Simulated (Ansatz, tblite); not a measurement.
# Si(NH2)4 (SiN4H8): a ladder of methods and basis sets, part 2 of 2

How do method and basis change the picture of Si(NH2)4 (SiN4H8) (singlet)?

Ansatz 0.2.0, Gaussian basis; as each input shows.

### 17 CCSD(T)/def2-TZVP

Input file in.yaml:

```yaml
crystal:
  periodic: [false, false, false]
  atoms:
    - {symbol: Si, position_ang: [0.000040, 0.000005, -0.000027]}
    - {symbol: N, position_ang: [0.198630, 0.184014, 1.712782]}
    - {symbol: H, position_ang: [0.794474, -0.471533, 2.208775]}
    - {symbol: H, position_ang: [-0.611271, 0.424946, 2.275418]}
    - {symbol: N, position_ang: [1.626839, -0.269291, -0.536329]}
    - {symbol: H, position_ang: [2.366395, 0.322607, -0.171170]}
    - {symbol: H, position_ang: [1.790339, -0.480563, -1.515746]}
    - {symbol: N, position_ang: [-0.962717, 1.381787, -0.413386]}
    - {symbol: H, position_ang: [-0.711817, 2.285761, -0.025226]}
    - {symbol: H, position_ang: [-1.287389, 1.482834, -1.369942]}
    - {symbol: N, position_ang: [-0.862949, -1.296192, -0.762782]}
    - {symbol: H, position_ang: [-0.467577, -2.230807, -0.734528]}
    - {symbol: H, position_ang: [-1.872998, -1.333568, -0.667828]}
basis:
  gaussian: {orbitals: def2-TZVP, initial_orbitals: start.molden}
correlation: {method: ccsd_t}
scf: {omitted_lower_state_checks: [starts]}
output: {orbitals: {seedname: orbitals}}
```

On the command line:

```sh
> ansatz run in.yaml --threads 4 --pin off --events-out ev --progress --plain --max-ram 4787MiB
```

Log, cut to the lines that bear on the results:

```text
Functional definition: HF
  name "HF"
  cite "Fock, Z. Phys. 61, 126 (1930) doi:10.1007/BF01340294"
  parent pbe
[...]
1406 factors; integrals over basis functions are off by at most 1.4e-3 eV
[...]
mean field -13922.53877228 eV, -511.6438628455 hartree, gradient 3.1e-6 eV, S^2 0.000000; 0 other end points of the search recorded, 0 dependent functions left out
9 core orbitals not correlated: weight in the atoms' cores, before any rotation towards them, 1.000 or more for the frozen orbitals, at most 0.000 for the correlated occupied ones
reference -13922.53877228 eV, -511.6438628455 hartree; 16, 16 occupied and 184, 184 virtual orbitals, 1406 factors
second order -26.10643460 eV of doubles, -0.00000000 eV of singles
cycle   1  -26.48542432 eV  change   -3.8e-1 eV  update   9.1e-2
[...]
cycle   8  -27.12230967 eV  change    1.7e-5 eV  update   3.4e-5
perturbative correction -1.00472394 eV, -0.0369229237 hartree
Total energy: -13950.66580589 eV, -512.6775122655 hartree
Checks for a lower state left out: starts
```

Wall time 1.8 min (4 threads of Intel Xeon at 2.50GHz, shared host); peak memory 3.1 GiB.

Hartree-Fock HOMO -10.35 eV, LUMO 3.39 eV; T1 0.010.

### 18 RPA/def2-TZVP

Edit in.yaml of step 17 so:

```diff
@@ -18,4 +18,4 @@
   gaussian: {orbitals: def2-TZVP, initial_orbitals: start.molden}
-correlation: {method: ccsd_t}
+hamiltonian: {xc: pbe}
+correlation: {method: rpa}
 scf: {omitted_lower_state_checks: [starts]}
-output: {orbitals: {seedname: orbitals}}
```

The command is unchanged.

Log, cut to the lines that bear on the results:

```text
Functional definition: PBE
  name "PBE"
  cite "Perdew, Burke & Ernzerhof, Phys. Rev. Lett. 77, 3865 (1996) doi:10.1103/PhysRevLett.77.3865"
  parent pbe
[...]
1406 factors; integrals over basis functions are off by at most 1.4e-3 eV
[...]
mean field -13963.35741553 eV, -513.1439203172 hartree, gradient 8.2e-7 eV, S^2 0.000000; 0 other end points of the search recorded, 0 dependent functions left out
9 core orbitals not correlated: weight in the atoms' cores, before any rotation towards them, 1.000 or more for the frozen orbitals, at most 0.000 for the correlated occupied ones
reference -13921.10604510 eV, -511.5912110930 hartree; 16, 16 occupied and 184, 184 virtual orbitals, 1406 factors
Total energy: -13962.58829863 eV, -513.1156557923 hartree
Checks for a lower state left out: starts
```

Run time: 12 s. Hardware: 4 threads of Intel Xeon at 2.50GHz, shared host.

### 19 Levels side by side

| level | functions | HOMO (eV) | LUMO (eV) | gap (eV) | time |
| --- | --- | --- | --- | --- | --- |
| HF/STO-3G | 37 | -7.85 | 13.26 | 21.11 | 0.72 s |
| HF/6-31G | 65 | -10.23 | 5.27 | 15.51 | 1.8 s |
| LDA/def2-TZVP | 209 | -5.46 | -0.11 | 5.35 | 3.9 s |
| LDA/def2-TZVPD | 263 | -5.59 | -0.76 | 4.83 | 5.5 s |
| PBE-D4/def2-SVP | 114 | -4.82 | 0.76 | 5.58 | 2.8 s |
| PBE-D4/def2-TZVP | 209 | -5.30 | 0.02 | 5.31 | 6 s |
| PBE-D4/def2-TZVPD | 263 | -5.43 | -0.70 | 4.73 | 7 s |
| r2SCAN-D4/def2-TZVP | 209 | -5.61 | 0.73 | 6.34 | 9.5 s |
| B3LYP-D4/6-31G | 65 | -6.09 | 1.58 | 7.67 | 2.5 s |
| PBE0-D4/def2-SVP | 114 | -6.38 | 1.64 | 8.03 | 3.8 s |
| PBE0-D4/def2-TZVP | 209 | -6.75 | 0.83 | 7.59 | 7 s |
| PBE0-D4/def2-TZVPD | 263 | -6.85 | -0.06 | 6.79 | 8.6 s |
| ωB97X-V/def2-TZVP | 209 | -9.24 | 2.66 | 11.91 | 15 s |

The pieces so far (eV):

```
    basis           HF  MP2 correlation  CCSD correlation      (T)        total
def2-TZVP  -13922.5388         -26.1064          -27.1223  -1.0047  -13950.6658
```

### 20 Binding energy

Free atoms were run apart at each level; binding is atoms less cluster, divided by the number of atoms, without zero-point or spin-orbit terms.

Differences are taken before rounding.

```
             method  binding an atom (eV)  from CCSD(T)/def2-TZVP (eV)     time
          HF/STO-3G                 2.546                       -0.989   0.72 s
           HF/6-31G                 2.096                       -1.438    1.8 s
       HF/def2-TZVP                 2.477                       -1.057         
      LDA/def2-TZVP                 4.256                       +0.722    3.9 s
     LDA/def2-TZVPD                 4.266                       +0.732    5.5 s
    PBE-D4/def2-SVP                 3.734                       +0.200    2.8 s
   PBE-D4/def2-TZVP                 3.780                       +0.246      6 s
  PBE-D4/def2-TZVPD                 3.790                       +0.256      7 s
r2SCAN-D4/def2-TZVP                 3.681                       +0.147    9.5 s
     B3LYP-D4/6-31G                 3.419                       -0.115    2.5 s
   PBE0-D4/def2-SVP                 3.651                       +0.117    3.8 s
  PBE0-D4/def2-TZVP                 3.694                       +0.160      7 s
 PBE0-D4/def2-TZVPD                 3.702                       +0.168    8.6 s
  ωB97X-V/def2-TZVP                 3.738                       +0.204     15 s
      MP2/def2-TZVP                 3.576                       +0.042         
     CCSD/def2-TZVP                 3.481                       -0.053         
  CCSD(T)/def2-TZVP                 3.534                            0  1.8 min
```

Among the levels timed on like hardware and quicker than the yardstick, those that no quicker one beats, quickest first: HF/STO-3G (0.72 s, -0.989 eV); B3LYP-D4/6-31G (2.5 s, -0.115 eV).

### 21 Results

The summary covers parts 1 to 2.

```
                                                 quantity                                 value
gap in def2-TZVP, named functionals, smallest and largest  5.31 eV (PBE-D4), 11.91 eV (ωB97X-V)
                    correlation energy, CCSD(T)/def2-TZVP                             -28.13 eV
                       binding an atom, CCSD(T)/def2-TZVP                              3.534 eV
          PBE0 total energy, smallest basis above largest       10.54 eV (def2-SVP, def2-TZVPD)
```

What this shows: Orbital gaps of the named functionals in def2-TZVP span 5.31 eV (PBE-D4) to 11.91 eV (ωB97X-V); exact exchange widens it. A small miss in a minimal or small basis is a cancelling of errors, not accuracy. The functionals in def2-TZVP miss CCSD(T)/def2-TZVP by +0.147 (r2SCAN-D4) to +0.722 eV (LDA) an atom. The reference is CCSD(T) in one finite basis, so it carries an error of its own, often a tenth of an eV or more, and near misses can't be ranked.

B3LYP-D4/6-31G reaches 0.115 eV from the reference in 2.5 s, where CCSD(T)/def2-TZVP took 1.8 min; the quickest level in the cost chart, HF/STO-3G, takes 0.72 s and misses by 0.989 eV. The slowest run with a step of its own, CCSD(T)/def2-TZVP, took 1.8 min; the quickest functional in def2-TZVP took 3.9 s (shared host).
